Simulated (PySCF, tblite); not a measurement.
# C₂H₁₁BNPSi: dynamics, then NMR shifts on frames, part 2 of 2

tblite 0.8.0 and PySCF 2.14.0. Atoms count from 0. The steps go on from the part before.

## Step 5: Nuclear shieldings: 625 fs, PBE0/pcSseg-1

What the job is given:

```
{"job": {"kind": "nmr", "xc": "PBE0", "basis": "pcSseg-1", "pop": false}, "charge": 0, "multiplicity": 1}
B      2.702700     0.339400    -0.433300
P      1.679600    -0.127500     1.034100
Si    -0.048600     1.229600     0.729400
N     -1.400700     0.251400     0.514900
C     -2.550500     0.800500    -0.176100
C     -1.717900    -0.964800     1.226700
H      2.454800    -0.341200    -1.336200
H      3.559500     1.161100    -0.330400
H      2.262800     0.721800     1.948300
H      0.123400     2.256700     1.780100
H     -0.058100     2.005600    -0.531500
H     -3.195400    -0.048500    -0.508100
H     -3.135200     1.470900     0.449400
H     -2.207600     1.384400    -1.020100
H     -2.409400    -1.574800     0.623900
H     -2.175000    -0.700300     2.190900
H     -0.740200    -1.451500     1.429600
```

Level: GIAO PBE0/pcSseg-1 NMR shielding, non-relativistic, gas phase.

Log:

```text
coarse grid: 14392 points
cycle   1  E = -792.6861983452  dE =  4.069e-01  |g| = 3.408e-01  |ddm| = 3.538e+00
cycle   2  E = -792.6708419522  dE =  1.536e-02  |g| = 4.384e-01  |ddm| = 8.775e-01
cycle   3  E = -792.7163784956  dE = -4.554e-02  |g| = 6.993e-02  |ddm| = 5.398e-01
cycle   4  E = -792.7172910034  dE = -9.125e-04  |g| = 2.481e-02  |ddm| = 8.273e-02
cycle   5  E = -792.7174386572  dE = -1.477e-04  |g| = 5.644e-03  |ddm| = 2.923e-02
cycle   6  E = -792.7174471384  dE = -8.481e-06  |g| = 1.546e-03  |ddm| = 9.031e-03
final grid: 127560 points
cycle   7  E = -792.7493320413  dE = -2.649e-05  |g| = 7.690e-03  |ddm| = 2.468e-02
cycle   8  E = -792.7493227198  dE =  9.322e-06  |g| = 9.671e-03  |ddm| = 1.756e-02
cycle   9  E = -792.7493481584  dE = -2.544e-05  |g| = 1.033e-03  |ddm| = 1.095e-02
cycle  10  E = -792.7493483696  dE = -2.113e-07  |g| = 2.391e-04  |ddm| = 1.024e-03
cycle  11  E = -792.7493483813  dE = -1.164e-08  |g| = 5.864e-05  |ddm| = 2.910e-04
cycle  12  E = -792.7493483823  dE = -9.857e-10  |g| = 2.136e-05  |ddm| = 1.206e-04
converged SCF energy = -792.7493483823

GIAO shielding tensors (ppm)
atom      isotropic    diamagn.    paramagn.     s11        s22        s33       span
  0 B        5.454     199.068    -193.613   -113.646    -15.240    145.250    258.895
  1 P      504.506     971.312    -466.806    366.752    557.127    589.639    222.886
  2 Si     407.352     882.902    -475.551    339.093    366.083    516.878    177.785
  3 N      238.471     329.298     -90.827    222.327    225.242    267.844     45.518
  4 C      138.249     243.568    -105.319    105.339    123.794    185.615     80.276
  5 C      142.160     246.355    -104.196    113.182    135.084    178.213     65.031
  6 H       22.494      31.392      -8.897     10.404     27.369     29.709     19.305
  7 H       22.024      29.496      -7.472     11.325     25.913     28.836     17.511
  8 H       29.262      32.073      -2.811     24.393     26.930     36.463     12.069
  9 H       26.560      30.411      -3.851     21.349     25.442     32.889     11.540
 10 H       26.954      32.243      -5.289     23.287     26.521     31.053      7.766
 11 H       28.677      28.865      -0.188     24.508     26.604     34.920     10.412
 12 H       28.791      27.732       1.059     24.346     26.293     35.734     11.387
 13 H       28.604      30.338      -1.734     24.284     27.107     34.422     10.138
 14 H       29.120      30.403      -1.282     25.263     27.090     35.008      9.745
 15 H       28.653      28.563       0.090     23.888     26.417     35.655     11.768
 16 H       26.980      30.006      -3.026     21.098     28.649     31.194     10.096
```

It took 18 s on 1 thread of Arm Neoverse V1, shared host; peak memory 0.8 GiB.

Key values: δ C4 48.7, C5 44.8, B0 94.6, P1 -186.1, H7 9.69, H6 9.22 ppm.

## Step 6: Nuclear shieldings: 800 fs, PBE0/pcSseg-1

What the job is given:

```
{"job": {"kind": "nmr", "xc": "PBE0", "basis": "pcSseg-1", "pop": false}, "charge": 0, "multiplicity": 1}
B      2.772100    -0.115700    -0.078300
P      1.483000     0.006100     1.280400
Si    -0.324900     1.205500     0.717500
N     -1.731500     0.251200     0.773000
C     -2.825200     0.257300    -0.209800
C     -1.981200    -0.608600     1.912600
H      2.456100    -0.452000    -1.124400
H      3.835100     0.100600     0.251800
H      1.989700     0.946200     2.180500
H     -0.144000     2.221000     1.759800
H     -0.213800     1.698900    -0.670400
H     -3.265200    -0.705500    -0.364600
H     -3.608600     1.036700     0.121900
H     -2.433500     0.682800    -1.130900
H     -2.196100    -1.589300     1.509300
H     -2.705600    -0.236000     2.616000
H     -1.051500    -0.741500     2.510900
```

Level: GIAO PBE0/pcSseg-1 NMR shielding, non-relativistic, gas phase.

Log:

```text
coarse grid: 14392 points
cycle   1  E = -792.6927411241  dE =  3.103e-01  |g| = 3.359e-01  |ddm| = 3.535e+00
cycle   2  E = -792.6789724178  dE =  1.377e-02  |g| = 4.252e-01  |ddm| = 8.638e-01
cycle   3  E = -792.7232188270  dE = -4.425e-02  |g| = 6.892e-02  |ddm| = 5.235e-01
cycle   4  E = -792.7241068775  dE = -8.881e-04  |g| = 2.558e-02  |ddm| = 8.543e-02
cycle   5  E = -792.7242624602  dE = -1.556e-04  |g| = 5.878e-03  |ddm| = 3.034e-02
cycle   6  E = -792.7242712332  dE = -8.773e-06  |g| = 1.986e-03  |ddm| = 9.493e-03
final grid: 127560 points
cycle   7  E = -792.7559776919  dE = -2.739e-05  |g| = 8.534e-03  |ddm| = 2.682e-02
cycle   8  E = -792.7559630563  dE =  1.464e-05  |g| = 1.094e-02  |ddm| = 1.981e-02
cycle   9  E = -792.7559985156  dE = -3.546e-05  |g| = 1.021e-03  |ddm| = 1.255e-02
cycle  10  E = -792.7559987596  dE = -2.441e-07  |g| = 2.410e-04  |ddm| = 1.119e-03
cycle  11  E = -792.7559987702  dE = -1.058e-08  |g| = 6.710e-05  |ddm| = 2.302e-04
cycle  12  E = -792.7559987714  dE = -1.167e-09  |g| = 2.713e-05  |ddm| = 1.283e-04
cycle  13  E = -792.7559987716  dE = -2.017e-10  |g| = 4.563e-06  |ddm| = 3.223e-05
converged SCF energy = -792.7559987716

GIAO shielding tensors (ppm)
atom      isotropic    diamagn.    paramagn.     s11        s22        s33       span
  0 B       15.990     197.146    -181.156    -92.314     -4.151    144.434    236.748
  1 P      420.042     972.451    -552.410    241.805    461.209    557.110    315.304
  2 Si     387.618     882.862    -495.244    316.843    363.866    482.146    165.303
  3 N      245.644     330.212     -84.568    218.554    254.099    264.279     45.725
  4 C      140.682     243.485    -102.803    115.233    122.747    184.066     68.833
  5 C      148.816     245.564     -96.749    128.520    132.599    185.328     56.808
  6 H       23.257      31.520      -8.262     12.325     27.926     29.521     17.196
  7 H       23.060      30.669      -7.610     12.069     27.476     29.634     17.565
  8 H       28.254      32.268      -4.014     23.666     27.055     34.042     10.377
  9 H       26.571      31.132      -4.561     20.794     26.630     32.291     11.497
 10 H       26.198      31.877      -5.680     21.991     25.933     30.670      8.679
 11 H       29.495      29.719      -0.224     25.883     26.734     35.867      9.984
 12 H       27.348      25.721       1.627     22.196     25.232     34.615     12.419
 13 H       28.511      30.699      -2.189     23.927     27.289     34.316     10.389
 14 H       29.346      30.376      -1.030     24.872     26.790     36.375     11.503
 15 H       29.450      28.182       1.268     25.475     26.394     36.481     11.005
 16 H       27.874      30.406      -2.533     22.277     29.081     32.262      9.985
```

It took 19 s on 1 thread of Arm Neoverse V1, shared host; peak memory 0.8 GiB.

Key values: δ C4 46.2, C5 38.1, B0 84.1, P1 -101.7, H7 8.66, H6 8.46 ppm.

## Step 7: Nuclear shieldings: 1000 fs, PBE0/pcSseg-1

What the job is given:

```
{"job": {"kind": "nmr", "xc": "PBE0", "basis": "pcSseg-1", "pop": false}, "charge": 0, "multiplicity": 1}
B      2.707200     0.464200     0.396300
P      1.285000     0.311600     1.482700
Si    -0.533600     1.373600     0.779600
N     -1.814300     0.249900     0.540000
C     -2.980800     0.804800    -0.182200
C     -1.998000    -0.752100     1.581100
H      2.630500     0.106500    -0.698000
H      3.726000     0.725400     0.933400
H      1.570100     1.122500     2.574700
H     -0.758300     2.497700     1.751500
H     -0.331400     1.883700    -0.590900
H     -3.682300     0.010100    -0.421700
H     -3.515300     1.544900     0.398700
H     -2.659000     1.290600    -1.104000
H     -2.556100    -1.622400     1.173300
H     -2.609700    -0.330700     2.385400
H     -1.051200    -1.021400     2.005600
```

Level: GIAO PBE0/pcSseg-1 NMR shielding, non-relativistic, gas phase.

Log:

```text
coarse grid: 14392 points
cycle   1  E = -792.6903186245  dE =  3.578e-01  |g| = 3.584e-01  |ddm| = 3.534e+00
cycle   2  E = -792.6708446366  dE =  1.947e-02  |g| = 4.641e-01  |ddm| = 9.877e-01
cycle   3  E = -792.7256235608  dE = -5.478e-02  |g| = 7.293e-02  |ddm| = 6.113e-01
cycle   4  E = -792.7265677489  dE = -9.442e-04  |g| = 2.725e-02  |ddm| = 8.287e-02
cycle   5  E = -792.7267455223  dE = -1.778e-04  |g| = 6.324e-03  |ddm| = 3.154e-02
cycle   6  E = -792.7267563876  dE = -1.087e-05  |g| = 2.220e-03  |ddm| = 1.098e-02
cycle   7  E = -792.7267578885  dE = -1.501e-06  |g| = 4.151e-04  |ddm| = 3.343e-03
final grid: 127560 points
cycle   8  E = -792.7590151398  dE = -2.828e-05  |g| = 7.542e-03  |ddm| = 2.472e-02
cycle   9  E = -792.7590079991  dE =  7.141e-06  |g| = 9.168e-03  |ddm| = 1.613e-02
cycle  10  E = -792.7590298857  dE = -2.189e-05  |g| = 1.249e-03  |ddm| = 9.998e-03
cycle  11  E = -792.7590302095  dE = -3.238e-07  |g| = 2.097e-04  |ddm| = 1.197e-03
cycle  12  E = -792.7590302180  dE = -8.540e-09  |g| = 5.614e-05  |ddm| = 2.244e-04
cycle  13  E = -792.7590302188  dE = -8.163e-10  |g| = 2.361e-05  |ddm| = 1.180e-04
converged SCF energy = -792.7590302188

GIAO shielding tensors (ppm)
atom      isotropic    diamagn.    paramagn.     s11        s22        s33       span
  0 B       20.886     197.147    -176.261    -84.979      1.063    146.574    231.553
  1 P      456.697     972.609    -515.912    300.019    512.830    557.242    257.223
  2 Si     380.057     883.246    -503.189    310.251    361.090    468.830    158.579
  3 N      241.806     329.213     -87.407    215.562    229.242    280.613     65.052
  4 C      147.079     241.306     -94.228    123.468    128.627    189.141     65.672
  5 C      148.245     242.873     -94.628    127.501    134.462    182.772     55.270
  6 H       23.608      31.018      -7.410     14.000     27.593     29.230     15.230
  7 H       23.199      29.460      -6.261     14.158     26.414     29.025     14.867
  8 H       28.321      31.510      -3.189     23.159     26.909     34.894     11.734
  9 H       26.458      30.181      -3.723     21.824     25.547     32.003     10.179
 10 H       26.419      32.328      -5.909     22.305     25.805     31.147      8.842
 11 H       29.212      28.274       0.938     24.931     26.530     36.175     11.244
 12 H       29.528      27.273       2.255     24.956     27.123     36.504     11.547
 13 H       28.663      29.580      -0.916     24.257     26.792     34.941     10.684
 14 H       28.762      28.865      -0.103     24.190     26.285     35.810     11.620
 15 H       29.428      27.908       1.519     25.205     26.698     36.380     11.176
 16 H       28.202      30.648      -2.446     22.157     30.018     32.431     10.274
```

It took 18 s on 1 thread of Arm Neoverse V1, shared host; peak memory 0.8 GiB.

In short: δ C4 39.8, C5 38.7, B0 79.2, P1 -138.3, H7 8.52, H6 8.11 ppm.

## Step 8: Run by run: NMR shifts

Shifts (ppm) of some atoms, chosen among heavy atoms and hydrogens apart, with basis size and wall time:

| frame | C5 | H16 | H12 | B0 | P1 | Si2 | N3 | functions | time |
| --- | --- | --- | --- | --- | --- | --- | --- | --- | --- |
| 250 fs | 37.4 | 3.84 | 2.68 | 89.4 | -126.2 | -27.1 | 0.1 | 171 | 20 s |
| 425 fs | 48.0 | 3.25 | 2.37 | 84.9 | -119.3 | -36.9 | 3.3 | 171 | 19 s |
| 625 fs | 44.8 | 4.74 | 2.93 | 94.6 | -186.1 | -58.2 | 29.3 | 171 | 18 s |
| 800 fs | 38.1 | 3.84 | 4.37 | 84.1 | -101.7 | -38.5 | 22.1 | 171 | 19 s |
| 1000 fs | 38.7 | 3.51 | 2.19 | 79.2 | -138.3 | -30.9 | 25.9 | 171 | 18 s |

## Step 9: Summary of results

This closing draws on all 2 parts.

```
                                           quantity                                                                 value
                                         thermostat                                                                 200 K
                      mean temperature, second half                                                                 215 K
            mean potential energy above the minimum                                                               0.40 eV
     13C shifts against TMS (PBE0/pcSseg-1, 250 fs)                                                        42.0, 37.4 ppm
      1H shifts against TMS (PBE0/pcSseg-1, 250 fs)  8.82, 8.62, 6.04, 4.83, 3.84, 3.42, 3.11, 2.68, 2.68, 2.32, 1.80 ppm
11B shifts against BF3·OEt2 (PBE0/pcSseg-1, 250 fs)                                                              89.4 ppm
   31P shifts against H3PO4 (PBE0/pcSseg-1, 250 fs)                                                            -126.2 ppm
    29Si shifts against TMS (PBE0/pcSseg-1, 250 fs)                                                             -27.1 ppm
     15N shifts against NH3 (PBE0/pcSseg-1, 250 fs)                                                               0.1 ppm
                           range of the shift of P1                                                  -186.1 to -101.7 ppm
```

**Reading.** In the second half the potential energy averages 0.40 eV above the minimum; equipartition over 45 harmonic modes at 200 K would give 0.39 eV. With 17 atoms the temperature swings widely (126 to 290 K). Shifts at one fixed geometry are not the observed spectrum, which averages over the motion. In the first frame run (250 fs): The largest span, 330 ppm, is at P1, where the paramagnetic term is -527 ppm. Across the 5 runs the shift of P1 moves most, between -186.1 (625 fs) and -101.7 ppm (800 fs).
